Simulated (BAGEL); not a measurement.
# C3H9B (trimethylborane), step by step

We compute a single-point energy (HF/def2-SV(P)), then a single-point energy (NEVPT2(2,2)/def2-SV(P)), then a single-point energy (CASPT2(2,2)/def2-SV(P)) of C3H9B (trimethylborane). 

Program for the calculation: BAGEL 1.2.2.

### Step 1. The structure to begin with

C3H9B has 13 atoms, charge 0, and is taken as a singlet. SMILES: `CB(C)C`. The C4–H12 distance was set to 3.080 Å, away from the relaxed value. At this shape a bond of the SMILES string is far longer than usual.

Bond lengths: C1–B2 1.569 Å, B2–C3 1.568 Å, B2–C4 1.568 Å, C1–H5 1.092 Å, C1–H6 1.095 Å, C1–H7 1.099 Å, C3–H8 1.094 Å, C3–H9 1.092 Å, C3–H10 1.101 Å, C4–H11 1.094 Å, C4–H13 1.092 Å. Some angles: C1–B2–C3 119.6°, C1–B2–C4 120.3°, C3–B2–C4 120.1°, B2–C1–H5 115.4°, B2–C1–H6 111.8°, B2–C1–H7 107.7°, B2–C3–H8 113.1°, B2–C3–H9 115.1°, B2–C3–H10 106.4°, B2–C4–H11 112.6°.

### Step 2. A single-point energy at HF/def2-SV(P) (density fitting with svp-jkfit) (run 1)

input.json

```json
{ "bagel": [

{
  "title": "molecule",
  "basis": "def2-sv_p_.json",
  "df_basis": "svp-jkfit",
  "angstrom": true,
  "geometry": [
    { "atom": "C", "xyz": [       0.883934,       1.918215,      -1.149486 ] },
    { "atom": "B", "xyz": [       1.748014,       0.713145,      -0.636196 ] },
    { "atom": "C", "xyz": [       2.764284,       0.932985,       0.537674 ] },
    { "atom": "C", "xyz": [       1.580374,      -0.709555,      -1.274526 ] },
    { "atom": "H", "xyz": [       0.349144,       1.745545,      -2.085716 ] },
    { "atom": "H", "xyz": [       1.477774,       2.833985,      -1.241396 ] },
    { "atom": "H", "xyz": [       0.135144,       2.144645,      -0.377216 ] },
    { "atom": "H", "xyz": [       2.824994,       0.078655,       1.218424 ] },
    { "atom": "H", "xyz": [       2.614434,       1.847965,       1.115334 ] },
    { "atom": "H", "xyz": [       3.760894,       1.006905,       0.076634 ] },
    { "atom": "H", "xyz": [       1.499904,      -0.674555,      -2.365306 ] },
    { "atom": "H", "xyz": [      -1.123710,      -1.821720,      -0.305050 ] },
    { "atom": "H", "xyz": [       2.344934,      -1.436635,      -0.992026 ] }
  ]
},

{ "title": "hf" },

{ "title": "print", "file": "orbitals.molden", "orbitals": true }

]}
```

The basis set def2-SV(P) is read from a file made from the Basis Set Exchange's data (not shown).

On the command line:

```console
$ BAGEL_NUM_THREADS=1 BAGEL input.json > input.out
```

Log:

```text
* using 1 threads per process

  ===============================================================
  ===============================================================

  *** Geometry ***

  { "atom" : "C", "xyz" : [      1.670393,      3.624901,     -2.172214 ] },
  { "atom" : "B", "xyz" : [      3.303268,      1.347649,     -1.202236 ] },
  { "atom" : "C", "xyz" : [      5.223740,      1.763086,      1.016057 ] },
  { "atom" : "C", "xyz" : [      2.986474,     -1.340865,     -2.408505 ] },
  { "atom" : "H", "xyz" : [      0.659787,      3.298602,     -3.941432 ] },
  { "atom" : "H", "xyz" : [      2.792588,      5.355455,     -2.345898 ] },
  { "atom" : "H", "xyz" : [      0.255385,      4.052792,     -0.712835 ] },
  { "atom" : "H", "xyz" : [      5.338465,      0.148636,      2.302488 ] },
  { "atom" : "H", "xyz" : [      4.940564,      3.492148,      2.107676 ] },
  { "atom" : "H", "xyz" : [      7.107060,      1.902775,      0.144817 ] },
  { "atom" : "H", "xyz" : [      2.834408,     -1.274724,     -4.469781 ] },
  { "atom" : "H", "xyz" : [     -2.123504,     -3.442552,     -0.576461 ] },
  { "atom" : "H", "xyz" : [      4.431283,     -2.714847,     -1.874657 ] },

  Number of auxiliary basis functions:      462

  Since a DF basis is specified, we compute 2- and 3-index integrals:
    o Being stored without compression. Storage requirement is 0.020 GB

  Number of basis functions:       74
  Number of electrons      :       32

    * METHOD: MOLECULE                             0.34

  *** RHF ***

  === Nuclear Repulsion ===
   109.2687128911

      * DIIS with orbital gradients will be used.

  === RHF iteration (def2-sv_p_.json) ===
      0       -142.68732691          0.02365685           0.05
      1       -142.77851499          0.02349094           0.05
      2       -143.14854268          0.00333844           0.05
      3       -143.15626206          0.00209097           0.05
      4       -143.15872588          0.00040124           0.05
      5       -143.15887291          0.00017194           0.05
      6       -143.15889824          0.00004469           0.05
      7       -143.15890093          0.00002135           0.05
      8       -143.15890170          0.00000742           0.05
      9       -143.15890179          0.00000220           0.06
     10       -143.15890180          0.00000070           0.07
     11       -143.15890180          0.00000027           0.06
     12       -143.15890180          0.00000013           0.05
     13       -143.15890180          0.00000004           0.05
     14       -143.15890180          0.00000002           0.05
     15       -143.15890180          0.00000001           0.05
    * SCF iteration converged.

    * Permanent dipole moment:
           (   -1.196050,    -0.488710,     0.414305) a.u.

    * METHOD: HF                                   1.05

    * METHOD: PRINT                                0.02

  ===============================================================
```

Wall time 1.6 s (1 thread of Intel Xeon Platinum 8259CL at 2.50GHz (Skylake/Cascade Lake), shared host).

### Step 3. The energy at NEVPT2(2,2)/def2-SV(P) (density fitting with svp-jkfit) (run 2)

input.json

```json
{ "bagel": [

{
  "title": "molecule",
  "basis": "def2-sv_p_.json",
  "df_basis": "svp-jkfit",
  "angstrom": "true",
  "geometry": [
    { "atom": "C", "xyz": [    0.883934,    1.918215,   -1.149486 ] },
    { "atom": "B", "xyz": [    1.748014,    0.713145,   -0.636196 ] },
    { "atom": "C", "xyz": [    2.764284,    0.932985,    0.537674 ] },
    { "atom": "C", "xyz": [    1.580374,   -0.709555,   -1.274526 ] },
    { "atom": "H", "xyz": [    0.349144,    1.745545,   -2.085716 ] },
    { "atom": "H", "xyz": [    1.477774,    2.833985,   -1.241396 ] },
    { "atom": "H", "xyz": [    0.135144,    2.144645,   -0.377216 ] },
    { "atom": "H", "xyz": [    2.824994,    0.078655,    1.218424 ] },
    { "atom": "H", "xyz": [    2.614434,    1.847965,    1.115334 ] },
    { "atom": "H", "xyz": [    3.760894,    1.006905,    0.076634 ] },
    { "atom": "H", "xyz": [    1.499904,   -0.674555,   -2.365306 ] },
    { "atom": "H", "xyz": [   -1.123710,   -1.821720,   -0.305050 ] },
    { "atom": "H", "xyz": [    2.344934,   -1.436635,   -0.992026 ] }
  ]
},
{ "title": "hf" },
{ "title": "nevpt2", "nstate": 1, "nact": 2, "nclosed": 15, "active": [16, 17], "maxiter": 200, "natocc": "true", "ncore": 4 },
{ "title": "print", "file": "orbitals.molden", "orbitals": "true" }

]}
```

The basis set def2-SV(P) is read from a file made from the Basis Set Exchange's data (not shown).

On the command line:

```console
$ BAGEL_NUM_THREADS=1 BAGEL input.json > input.out
```

Log:

```text
* using 1 threads per process

  ===============================================================
  ===============================================================

  *** Geometry ***

  { "atom" : "C", "xyz" : [      1.670393,      3.624901,     -2.172214 ] },
  { "atom" : "B", "xyz" : [      3.303268,      1.347649,     -1.202236 ] },
  { "atom" : "C", "xyz" : [      5.223740,      1.763086,      1.016057 ] },
[... 9 lines of this table left out ...]
  { "atom" : "H", "xyz" : [      4.431283,     -2.714847,     -1.874657 ] },

  Number of auxiliary basis functions:      462

  Since a DF basis is specified, we compute 2- and 3-index integrals:
    o Being stored without compression. Storage requirement is 0.020 GB

  Number of basis functions:       74
  Number of electrons      :       32

    * METHOD: MOLECULE                             0.35

  *** RHF ***

  === Nuclear Repulsion ===
   109.2687128911

      * DIIS with orbital gradients will be used.

  === RHF iteration (def2-sv_p_.json) ===
      0       -142.68732691          0.02365685           0.06
      1       -142.77851499          0.02349094           0.05
      2       -143.14854268          0.00333844           0.06
[... 12 lines of this table left out ...]
     15       -143.15890180          0.00000001           0.05
    * SCF iteration converged.

    * Permanent dipole moment:
           (   -1.196050,    -0.488710,     0.414305) a.u.

    * METHOD: HF                                   1.02

    * freezing 4 orbitals
  ---------------------------
      CASSCF calculation
  ---------------------------

    ==== Active orbitals : =====
         Orbital 16
         Orbital 17
    ============================

    * nstate   :      1
    * nclosed  :     15
    * nact     :      2
    * nvirt    :     57
  === CASSCF iteration (def2-sv_p_.json) ===

    * Using the second-order algorithm

      0  0      -143.25564745     8.17e-03      0.02

      1  0      -143.28388513     7.44e-04      0.31
[... 13 lines of this table left out ...]
      8  0      -143.28405743     8.29e-09      0.24

    * Second-order optimization converged. *

     guess   0:   closed 1.                   open ..

  === FCI iteration ===

      0  0      -143.13729222     9.77e-02      0.00
      1  0      -143.28232103     1.29e-02      0.00
      2  0 *    -143.28405743     8.97e-16      0.00

     * ci vector, state   0, <S^2> = 0.0000
       2.     0.7981108096
       .2    -0.6025106933

  === DF-NEVPT2 calculation ===

    * 3-index integral transformation done
    * assembly done

      NEVPT2 correlation energy:   -0.4332764878      0.18

          (+0)     -0.3900007015
          (+0)'    -0.0065011627
          (+1)     -0.0064891070
          (+1)'    -0.0000000000
          (+2)     -0.0000597887
          (-1)     -0.0301509613
          (-1)'     0.0000000000
          (-2)     -0.0000747665

      NEVPT2 total energy:       -143.7173339163

    * METHOD: NEVPT2                               2.90

    * METHOD: PRINT                                0.02

  ===============================================================
```

Run time: 4.5 s. Hardware: 1 thread of Intel Xeon Platinum 8259CL at 2.50GHz (Skylake/Cascade Lake), shared host.

### Step 4. The energy at CASPT2(2,2)/def2-SV(P) (density fitting with svp-jkfit) (run 3)

input.json

```json
{ "bagel" : [

{
  "title" : "molecule",
  "basis" : "def2-sv_p_.json",
  "df_basis" : "svp-jkfit",
  "angstrom" : true,
  "geometry" : [
    { "atom" : "C", "xyz" : [    0.883934,    1.918215,   -1.149486 ] },
    { "atom" : "B", "xyz" : [    1.748014,    0.713145,   -0.636196 ] },
    { "atom" : "C", "xyz" : [    2.764284,    0.932985,    0.537674 ] },
    { "atom" : "C", "xyz" : [    1.580374,   -0.709555,   -1.274526 ] },
    { "atom" : "H", "xyz" : [    0.349144,    1.745545,   -2.085716 ] },
    { "atom" : "H", "xyz" : [    1.477774,    2.833985,   -1.241396 ] },
    { "atom" : "H", "xyz" : [    0.135144,    2.144645,   -0.377216 ] },
    { "atom" : "H", "xyz" : [    2.824994,    0.078655,    1.218424 ] },
    { "atom" : "H", "xyz" : [    2.614434,    1.847965,    1.115334 ] },
    { "atom" : "H", "xyz" : [    3.760894,    1.006905,    0.076634 ] },
    { "atom" : "H", "xyz" : [    1.499904,   -0.674555,   -2.365306 ] },
    { "atom" : "H", "xyz" : [   -1.123710,   -1.821720,   -0.305050 ] },
    { "atom" : "H", "xyz" : [    2.344934,   -1.436635,   -0.992026 ] }
  ]
},
{ "title" : "hf", "charge" : 0 },
{ "title" : "casscf", "nstate" : 1, "nact" : 2, "nclosed" : 15, "charge" : 0, "active" : [16, 17], "maxiter" : 200, "natocc" : true },
{ "title" : "print", "file" : "orbitals.molden", "orbitals" : true },
{ "title" : "smith", "method" : "caspt2", "ms" : true, "xms" : true, "sssr" : true, "shift" : 0.2, "shift_imag" : true, "ncore" : 4 }

]}
```

The basis set def2-SV(P) is read from a file made from the Basis Set Exchange's data (not shown).

On the command line:

```console
$ BAGEL_NUM_THREADS=1 BAGEL input.json > input.out
```

Log:

```text
* using 1 threads per process

  ===============================================================
  ===============================================================

  *** Geometry ***

  { "atom" : "C", "xyz" : [      1.670393,      3.624901,     -2.172214 ] },
  { "atom" : "B", "xyz" : [      3.303268,      1.347649,     -1.202236 ] },
  { "atom" : "C", "xyz" : [      5.223740,      1.763086,      1.016057 ] },
[... 9 lines of this table left out ...]
  { "atom" : "H", "xyz" : [      4.431283,     -2.714847,     -1.874657 ] },

  Number of auxiliary basis functions:      462

  Since a DF basis is specified, we compute 2- and 3-index integrals:
    o Being stored without compression. Storage requirement is 0.020 GB

  Number of basis functions:       74
  Number of electrons      :       32

    * METHOD: MOLECULE                             0.31

  *** RHF ***

  === Nuclear Repulsion ===
   109.2687128911

      * DIIS with orbital gradients will be used.

[... 6 lines left out ...]
    * SCF iteration converged.
[... 1 line left out ...]
    * Permanent dipole moment:
[... 27 lines left out ...]
    * Second-order optimization converged. *
[... 9 lines left out ...]
     * ci vector, state   0, <S^2> = 0.0000
[... 16 lines left out ...]
    * Zeroth order energy : state  0       -0.3533538327

    * CASPT2 iteration is performed using orthogonal basis

      -------------------------------------------  CASPT2 iteration  ---------------------------------------------------
       #      aibj      arbs      arbi      airj      risj      airs      arst      rist         Etot      error   time
      ------------------------------------------------------------------------------------------------------------------

       0  -0.38798  -0.00011  -0.03298  -0.00720  -0.00010  -0.00660  -0.00000   0.00000   -0.4349613  0.0004079   0.13
       1  -0.38799  -0.00011  -0.03301  -0.00720  -0.00010  -0.00664  -0.00000   0.00000   -0.4350509  0.0000407   0.11
       2  -0.38799  -0.00011  -0.03301  -0.00720  -0.00010  -0.00664  -0.00000  -0.00000   -0.4350519  0.0000041   0.11
       3  -0.38799  -0.00011  -0.03301  -0.00720  -0.00010  -0.00664  -0.00000  -0.00000   -0.4350520  0.0000006   0.11

      ------------------------------------------------------------------------------------------------------------------

    * CASPT2 energy : state  0     -143.7216720703
        w/o shift correction       -143.7191093819
        reference weight              0.8649017388

    * METHOD: SMITH                                0.71

  ===============================================================
```

It took 4.8 s on 1 thread of Intel Xeon Platinum 8259CL at 2.50GHz (Skylake/Cascade Lake), shared host.

### Step 5. Summary of results

```
                                   quantity          value
         run 1, HF/def2-SV(P): total energy  -143.15890 Eh
        run 1, HF/def2-SV(P): dipole moment         3.45 D
          run 1, HF/def2-SV(P): HOMO energy       -7.85 eV
          run 1, HF/def2-SV(P): LUMO energy       -1.52 eV
        run 1, HF/def2-SV(P): HOMO–LUMO gap        6.33 eV
run 2, NEVPT2(2,2)/def2-SV(P): total energy  -143.71733 Eh
run 3, CASPT2(2,2)/def2-SV(P): total energy  -143.72167 Eh
```

What this shows: One bond (run 1, HF/def2-SV(P)) is far stretched, which a spin-restricted single reference describes badly; a broken-symmetry solution may lie lower.
